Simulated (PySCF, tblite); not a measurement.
**C3H7N3Si: geometry, infrared bands and NMR shifts**

Aim: predict the infrared bands and NMR shifts of C3H7N3Si (`Cn1nncc1[SiH3]`).

Programs: tblite 0.8.0 and PySCF 2.14.0, with density-fitted response routines of our own. Each step states its level of theory. These are calculated values for one molecule in the gas phase, unless marked as measured. Atoms are numbered from 0 throughout.

### 1 Starting geometry

14 atoms, charge 0, multiplicity 1; geometry from: force field or distance geometry start.

Bonds of the start (Å): C0–N1 1.45, N1–N2 1.33, N2–N3 1.33, N3–C4 1.36, C4–C5 1.39, C5–Si6 1.86, C5–N1 1.38, C0–H7 1.10, C0–H8 1.09, C0–H9 1.09, C4–H10 1.08, Si6–H11 1.47, Si6–H12 1.49, Si6–H13 1.49.

### 2 Optimising the geometry with GFN2-xTB

The job: settings as JSON, then the geometry in Å.

```
{"job": {"kind": "relax", "xc": "GFN2-xTB", "basis": "xTB"}, "charge": 0, "multiplicity": 1}
C     -1.101700    -1.540200     0.281500
N     -0.952400    -0.102700     0.173800
N     -2.011600     0.680400     0.347800
N     -1.623600     1.944300     0.198900
C     -0.285900     1.921400    -0.036200
C      0.193400     0.619700    -0.071700
Si     1.910000    -0.034000    -0.364100
H     -2.138300    -1.765900     0.554300
H     -0.868000    -1.984400    -0.686300
H     -0.443800    -1.914400     1.063200
H      0.259400     2.842500    -0.195500
H      2.600800     0.796200    -1.366700
H      2.657400    -0.026700     0.926600
H      1.803800    -1.436500    -0.847900
```

On the command line:

```
> OMP_NUM_THREADS=1 python probes_run.py task.json out
```

The driver reads the jobs from task.json and runs them one after another.

**Question.** This job is followed by: GFN2-xTB harmonic vibrations, gas phase; GIAO PBE0/pcSseg-1 NMR shielding, non-relativistic, gas phase. What will the session give for the following? strongest single infrared mode (GFN2-xTB); zero-point energy (GFN2-xTB); ¹³C shifts against TMS (PBE0/pcSseg-1); ¹H shifts against TMS (PBE0/pcSseg-1, means over atoms taken as alike); ¹⁵N shifts against NH3 (PBE0/pcSseg-1); ²⁹Si shifts against TMS (PBE0/pcSseg-1); surface potential, 1st and 99th percentile.

**Answer**, as computed:

```
                                                              quantity                    value
                             strongest single infrared mode (GFN2-xTB)     795 cm⁻¹, 404 km/mol
                                          zero-point energy (GFN2-xTB)            62.0 kcal/mol
                                ¹³C shifts against TMS (PBE0/pcSseg-1)   148.3, 128.6, 36.4 ppm
¹H shifts against TMS (PBE0/pcSseg-1, means over atoms taken as alike)     7.93, 4.58, 4.28 ppm
                                ¹⁵N shifts against NH3 (PBE0/pcSseg-1)  418.6, 384.1, 267.5 ppm
                               ²⁹Si shifts against TMS (PBE0/pcSseg-1)                -90.0 ppm
                                 surface potential, 1st and 99th percentile       -2.00 V and 1.31 V
```

In words: Relaxing lowered the energy by 0.134 eV in 78 steps; the close pair that moved most is N2–N3, from 1.330 to 1.282 Å. No mode is imaginary among the 36: a minimum at this level. The strongest single mode, at 795 cm⁻¹, moves mainly H13 and H12. Unscaled tight-binding wavenumbers are off by several per cent, some by more. Its intensities can rank the bands wrongly. At PBE0/pcSseg-1: Shielding is most anisotropic at N3 (span 544 ppm, paramagnetic term -445 ppm). NICS(1)zz of -35 ppm above the planar ring from N1 marks a diatropic (aromatic) ring current. By nearest atom (PBE0/pcSseg-1), the HOMO sits on C4, C5 about 29 % each; N2 26 % and the LUMO on C5 22 %; N1, N2 about 20 % each.
